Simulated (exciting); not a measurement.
# MoSe (Pm-3m) in exciting: a series of runs

Runs on MoSe. Level: LDA. Tasks: single point.

Everything below comes from runs of exciting (release sodium). Logs are shortened: lines on timing, memory, paths and dates and some standing lists are left out, and cuts for length are marked.

### 1 Starting point

The structure is cubic, space group Pm-3m (No. 221). The conventional cell has a = 3.500 Å, b = 3.500 Å, c = 3.500 Å, α = 90.00°, β = 90.00°, γ = 90.00°. Around Mo (site symmetry m-3m) lie 8 Se at 3.03 Å. Se (site symmetry m-3m) has 8 Mo at 3.03 Å as nearest neighbours.

The cell was built by a generator and needn't be a form met in nature.

### 2 Single point, LDA

The input, input.xml:

```xml
<input>
  <title>MoSe</title>
  <structure speciespath="./" tshift="false">
    <crystal scale="1">
      <basevect>6.614475298411 0.000000000000 0.000000000000</basevect>
      <basevect>0.000000000000 6.614475298411 0.000000000000</basevect>
      <basevect>0.000000000000 0.000000000000 6.614475298411</basevect>
    </crystal>
    <species speciesfile="Mo.xml" rmt="2.3">
      <atom coord="0.000000000000 0.000000000000 0.000000000000"/>
    </species>
    <species speciesfile="Se.xml" rmt="2">
      <atom coord="0.500000000000 0.500000000000 0.500000000000"/>
    </species>
  </structure>
  <groundstate do="fromscratch" ngridk="5 5 5" rgkmax="8" gmaxvr="14" lmaxapw="10" lmaxmat="10" lmaxvr="8" xctype="LDA_PW" stype="Gaussian" swidth="0.00036749" nempty="14" ValenceRelativity="iora*" epsengy="1e-05" epspot="1e-05" maxscl="60" tforce="true" outputlevel="low"/>
</input>
```

Potentials or basis: all-electron LAPW+lo, shipped species files, valence relativity iora*.

Launch:

```console
$ OMP_NUM_THREADS=1 exciting_smp
```

INFO.OUT:

```text
================================================================================
EXCITING SODIUM started
[... 10 lines left out ...]

 Lattice vectors (cartesian) :
      6.6144752984      0.0000000000      0.0000000000
      0.0000000000      6.6144752984      0.0000000000
      0.0000000000      0.0000000000      6.6144752984

 Reciprocal lattice vectors (cartesian) :
      0.9499143959      0.0000000000      0.0000000000
      0.0000000000      0.9499143959      0.0000000000
      0.0000000000      0.0000000000      0.9499143959

 Unit cell volume                           :     289.3917838078
 Brillouin zone volume                      :       0.8571432477

 Species :    1 (Mo)
     parameters loaded from                 :    Mo.xml
     name                                   :    molybdenum

     atomic positions (lattice) :
       1 :   0.00000000  0.00000000  0.00000000

 Species :    2 (Se)
     parameters loaded from                 :    Se.xml
     name                                   :    selenium

     atomic positions (lattice) :
       1 :   0.50000000  0.50000000  0.50000000

 Total number of atoms per unit cell        :       2

 Spin treatment                             :    spin-unpolarised

 Number of Bravais lattice symmetries       :      48
 Number of crystal symmetries               :      48

 k-point grid                               :       5    5    5
 Total number of k-points                   :      10
 k-point set is reduced with crystal symmetries

 R^MT_min * |G+k|_max (rgkmax)              :       8.00000000

 G-vector grid sizes                        :      30    30    30
 Total number of G-vectors                  :   13397

 Total nuclear charge                       :     -76.00000000
 Total electronic charge                    :      76.00000000

 Number of empty states                     :      14
 Total number of valence states             :      30

 Exchange-correlation type                  :       3
     Perdew-Wang, Phys. Rev. B 45, 13244 (1992)

 Smearing scheme                            :    Gaussian
 Smearing width                             :       0.00036749

++++++++++++++++++++++++++++++++++++++++++++++++++++++++++++++++++++++++++++++++
+ Ending initialization                                                        +
++++++++++++++++++++++++++++++++++++++++++++++++++++++++++++++++++++++++++++++++

********************************************************************************
* Groundstate module started                                                   *
********************************************************************************
 Output level for this task is set to low

++++++++++++++++++++++++++++++++++++++++++++++++++++++++++++++++++++++++++++++++
[... 5 lines left out ...]
+ SCF iteration number :    1                                                  +
++++++++++++++++++++++++++++++++++++++++++++++++++++++++++++++++++++++++++++++++
 Total energy                               :     -6460.92720340
 _______________________________________________________________
 Fermi energy                               :         0.33220092
 DOS at Fermi energy (states/Ha/cell)       :       560.35710047
 Electron charge: Core leakage              :         0.00081957

++++++++++++++++++++++++++++++++++++++++++++++++++++++++++++++++++++++++++++++++
+ SCF iteration number :    2                                                  +
++++++++++++++++++++++++++++++++++++++++++++++++++++++++++++++++++++++++++++++++
 Total energy                               :     -6470.17981273
 _______________________________________________________________
 Fermi energy                               :         0.29921182
 DOS at Fermi energy (states/Ha/cell)       :      1152.74879340
 Electron charge: Core leakage              :         0.00082114

 RMS change in effective potential (target) :  0.263747E-01  ( 0.100000E-04)
 Absolute change in total energy   (target) :   9.25261      ( 0.100000E-04)
 Charge distance                   (target) :  0.153937E-01  ( 0.100000E-04)
 Abs. change in max-nonIBS-force   (target) :   0.00000      ( 0.500000E-04)

++++++++++++++++++++++++++++++++++++++++++++++++++++++++++++++++++++++++++++++++
+ SCF iteration number :    3                                                  +
++++++++++++++++++++++++++++++++++++++++++++++++++++++++++++++++++++++++++++++++
 Total energy                               :     -6470.79584553
 _______________________________________________________________
 Fermi energy                               :         0.29944037
 DOS at Fermi energy (states/Ha/cell)       :       856.98778153
 Electron charge: Core leakage              :         0.00081582

 RMS change in effective potential (target) :  0.162503E-01  ( 0.100000E-04)
 Absolute change in total energy   (target) :  0.616033      ( 0.100000E-04)
 Charge distance                   (target) :  0.141770E-02  ( 0.100000E-04)
 Abs. change in max-nonIBS-force   (target) :   0.00000      ( 0.500000E-04)

++++++++++++++++++++++++++++++++++++++++++++++++++++++++++++++++++++++++++++++++
+ SCF iteration number :    4                                                  +
++++++++++++++++++++++++++++++++++++++++++++++++++++++++++++++++++++++++++++++++
 Total energy                               :     -6472.26350503
 _______________________________________________________________
 Fermi energy                               :         0.29521380
 DOS at Fermi energy (states/Ha/cell)       :       576.66747158
 Electron charge: Core leakage              :         0.00080867

 RMS change in effective potential (target) :  0.479756E-02  ( 0.100000E-04)
 Absolute change in total energy   (target) :   1.46766      ( 0.100000E-04)
 Charge distance                   (target) :  0.205517E-02  ( 0.100000E-04)
 Abs. change in max-nonIBS-force   (target) :   0.00000      ( 0.500000E-04)

++++++++++++++++++++++++++++++++++++++++++++++++++++++++++++++++++++++++++++++++
+ SCF iteration number :    5                                                  +
++++++++++++++++++++++++++++++++++++++++++++++++++++++++++++++++++++++++++++++++
 Total energy                               :     -6472.33635019
 _______________________________________________________________
 Fermi energy                               :         0.29674517
 DOS at Fermi energy (states/Ha/cell)       :       576.66719719
 Electron charge: Core leakage              :         0.00080713

 RMS change in effective potential (target) :  0.119373E-02  ( 0.100000E-04)
 Absolute change in total energy   (target) :  0.728452E-01  ( 0.100000E-04)
 Charge distance                   (target) :  0.790773E-03  ( 0.100000E-04)
 Abs. change in max-nonIBS-force   (target) :   0.00000      ( 0.500000E-04)

++++++++++++++++++++++++++++++++++++++++++++++++++++++++++++++++++++++++++++++++
+ SCF iteration number :    6                                                  +
++++++++++++++++++++++++++++++++++++++++++++++++++++++++++++++++++++++++++++++++
 Total energy                               :     -6472.48425335
 _______________________________________________________________
 Fermi energy                               :         0.29627611
 DOS at Fermi energy (states/Ha/cell)       :       576.64291615
 Electron charge: Core leakage              :         0.00080712
[... 127 lines left out ...]
 RMS change in effective potential (target) :  0.242600E-06  ( 0.100000E-04)
 Absolute change in total energy   (target) :  0.460870E-06  ( 0.100000E-04)
 Charge distance                   (target) :  0.280648E-08  ( 0.100000E-04)
 Abs. change in max-nonIBS-force   (target) :   0.00000      ( 0.500000E-04)

++++++++++++++++++++++++++++++++++++++++++++++++++++++++++++++++++++++++++++++++
+ SCF iteration number :   16                                                  +
++++++++++++++++++++++++++++++++++++++++++++++++++++++++++++++++++++++++++++++++
 Total energy                               :     -6472.44975967
 _______________________________________________________________
 Fermi energy                               :         0.29634316
 DOS at Fermi energy (states/Ha/cell)       :       576.64741289
 Electron charge: Core leakage              :         0.00080714

 RMS change in effective potential (target) :  0.739979E-07  ( 0.100000E-04)
 Absolute change in total energy   (target) :  0.155996E-04  ( 0.100000E-04)
 Charge distance                   (target) :  0.351643E-07  ( 0.100000E-04)
 Abs. change in max-nonIBS-force   (target) :   0.00000      ( 0.500000E-04)

++++++++++++++++++++++++++++++++++++++++++++++++++++++++++++++++++++++++++++++++
+ SCF iteration number :   17                                                  +
++++++++++++++++++++++++++++++++++++++++++++++++++++++++++++++++++++++++++++++++
 Total energy                               :     -6472.44976696
 _______________________________________________________________
 Fermi energy                               :         0.29634316
 DOS at Fermi energy (states/Ha/cell)       :       576.64821200
 Electron charge: Core leakage              :         0.00080714

 RMS change in effective potential (target) :  0.733040E-08  ( 0.100000E-04)
 Absolute change in total energy   (target) :  0.729161E-05  ( 0.100000E-04)
 Charge distance                   (target) :  0.143203E-07  ( 0.100000E-04)
 Abs. change in max-nonIBS-force   (target) :   0.00000      ( 0.500000E-04)

++++++++++++++++++++++++++++++++++++++++++++++++++++++++++++++++++++++++++++++++
+ SCF iteration number :   18                                                  +
++++++++++++++++++++++++++++++++++++++++++++++++++++++++++++++++++++++++++++++++
 Total energy                               :     -6472.44976804
 _______________________________________________________________
 Fermi energy                               :         0.29634316
 DOS at Fermi energy (states/Ha/cell)       :       576.64831540
 Electron charge: Core leakage              :         0.00080714

 RMS change in effective potential (target) :  0.178792E-07  ( 0.100000E-04)
 Absolute change in total energy   (target) :  0.108190E-05  ( 0.100000E-04)
 Charge distance                   (target) :  0.190782E-08  ( 0.100000E-04)
 Abs. change in max-nonIBS-force   (target) :   0.00000      ( 0.500000E-04)

++++++++++++++++++++++++++++++++++++++++++++++++++++++++++++++++++++++++++++++++
| Convergency criteria checked for the last 2 iterations                       +
| Convergence targets achieved. Performing final SCF iteration                 +
++++++++++++++++++++++++++++++++++++++++++++++++++++++++++++++++++++++++++++++++
 Total energy                               :     -6472.44976729
 _______________________________________________________________
 Fermi energy                               :         0.29634316
 DOS at Fermi energy (states/Ha/cell)       :       576.64823623
 Electron charge: Core leakage              :         0.00080714

++++++++++++++++++++++++++++++++++++++++++++++++++++++++++++++++++++++++++++++++
+ Self-consistent loop stopped                                                 +
++++++++++++++++++++++++++++++++++++++++++++++++++++++++++++++++++++++++++++++++
 STATE.OUT is written

--------------------------------------------------------------------------------
- Writing atomic positions and forces                                          -
--------------------------------------------------------------------------------

 Atomic positions (lattice) :
 atom     1  Mo  :     0.00000000    0.00000000    0.00000000
 atom     2  Se  :     0.50000000    0.50000000    0.50000000

 Total atomic forces including IBS (cartesian) :
 atom     1  Mo  :     0.00000000    0.00000000    0.00000000
 atom     2  Se  :     0.00000000   -0.00000000    0.00000000

 Atomic force components including IBS (cartesian) :
 atom     1  Mo  :    -0.00000000   -0.00000000    0.00000000   HF force
                 :    -0.00000000   -0.00000000    0.00000000   core correction
                 :    -0.00000000    0.00000000    0.00000000   IBS correction
 atom     2  Se  :     0.00000000    0.00000000    0.00000000   HF force
                 :     0.00000000    0.00000000    0.00000000   core correction
                 :     0.00000000    0.00000000    0.00000000   IBS correction

********************************************************************************
[... 7 lines left out ...]
| EXCITING SODIUM stopped                                                      =
================================================================================
```

It took 51 s on 1 thread of Arm Neoverse V1, shared host; peak memory 0.14 GiB.

Results:

| Property | Result |
| --- | --- |
| Free energy | -176124.3316 eV |
| Band gap on the k mesh | none (metal or under the smearing width) |

Levels at points of the mesh, in eV from the Fermi level:
```tsv
k point	band 13	band 14	band 15	band 16	band 17	band 18
(0.00, 0.00, 0.00)	-1.55	-1.55	-1.55	0.41	0.41	0.41
```

Caveat: rgkmax is low for these elements, so energy differences scatter by about 1 meV per atom; the log's total energy holds no entropy term; the free energy is that total less TS from the occupations.

### 3 Single point, LDA

input.xml, as its differences from that of step 2:

```diff
@@ -15,3 +15,3 @@
   </structure>
-  <groundstate do="fromscratch" ngridk="5 5 5" rgkmax="8" gmaxvr="14" lmaxapw="10" lmaxmat="10" lmaxvr="8" xctype="LDA_PW" stype="Gaussian" swidth="0.00036749" nempty="14" ValenceRelativity="iora*" epsengy="1e-05" epspot="1e-05" maxscl="60" tforce="true" outputlevel="low"/>
+  <groundstate do="fromscratch" ngridk="5 5 5" rgkmax="8" gmaxvr="14" lmaxapw="10" lmaxmat="10" lmaxvr="8" xctype="LDA_PW" stype="Gaussian" swidth="0.00099223" nempty="14" ValenceRelativity="iora*" epsengy="1e-05" epspot="1e-05" maxscl="60" tforce="true" outputlevel="normal"/>
 </input>
```

Potentials or basis: all-electron LAPW+lo, shipped species files, valence relativity iora*.

Launch:

```console
$ OMP_NUM_THREADS=1 exciting_smp
```

Wall time 75 s (1 thread of Intel Xeon at 2.50GHz (Skylake/Cascade Lake), shared host); peak memory 0.14 GiB.

Results (log left out):

```yaml
Free_energy: -176124.3336 eV
Band_gap_on_the_k_mesh: none (metal or under the smearing width)
All_electrons_inside_the_program's_atomic_spheres: Mo 39.32; Se 31.12 (radii Mo 2.3, Se 2.0 bohr)
```

Levels at points of the mesh, in eV from the Fermi level:
```tsv
k point	band 12	band 13	band 14	band 15	band 16	band 17	band 18	band 19
(0.00, 0.00, 0.00)	-2.08	-1.55	-1.55	-1.55	0.41	0.41	0.41	0.66
```

Caveat: rgkmax is low for these elements, so energy differences scatter by about 1 meV per atom; the log's total energy holds no entropy term; the free energy is that total less TS from the occupations.
